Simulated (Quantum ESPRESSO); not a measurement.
# Ga3Se under changes of volume

One of the cells (21.771 Å³/atom); the others are scaled copies at fixed shape and fractional positions:

```
Se Ga
1.0
     4.43246    0.00000    0.00000
     0.00000    4.43246    0.00000
     0.00000    0.00000    4.43246
Se Ga
1 3
Direct
  0.00000 0.00000 0.00000
  0.50000 0.50000 0.00000
  0.50000 0.00000 0.50000
  0.00000 0.50000 0.50000
```

The cell comes from a database or a generator and needn't be the stable form of this composition.

```yaml
Program: Quantum ESPRESSO 7.5
Functional: LDA
Potentials_or_basis: GBRV 1.5 LDA
Cutoff: 762 eV
Density_cutoff: 6095 eV
k_mesh: 6 × 6 × 6
Occupations: fermi-dirac, width 0.05 eV
Spin: no spin polarisation
```

| volume (Å³/atom) | energy over the lowest point (meV/atom) | pressure (GPa) |
| --- | --- | --- |
| 20.465 | 0.00 | -2.8 |
| 20.900 | 8.64 | -3.6 |
| 21.335 | 19.45 | -4.4 |
| 21.771 | 32.05 | -5.0 |
| 22.206 | 46.28 | -5.6 |
| 22.642 | ? | ? |
| 23.077 | 78.64 | -6.5 |

Q: What does the run at 22.642 Å³/atom give?

A: Energy over the lowest point 61.87 meV/atom; pressure -6.0 GPa.

Worked out: A Birch-Murnaghan fit of order 3 (a polynomial in V^(-2/3)) to the other rows has no minimum within the range. It gives 61.88 meV/atom at 22.642 Å³/atom, against the run's 61.87, and -dE/dV = -6.0 GPa, against -6.0.

Energies are extrapolated to zero smearing.
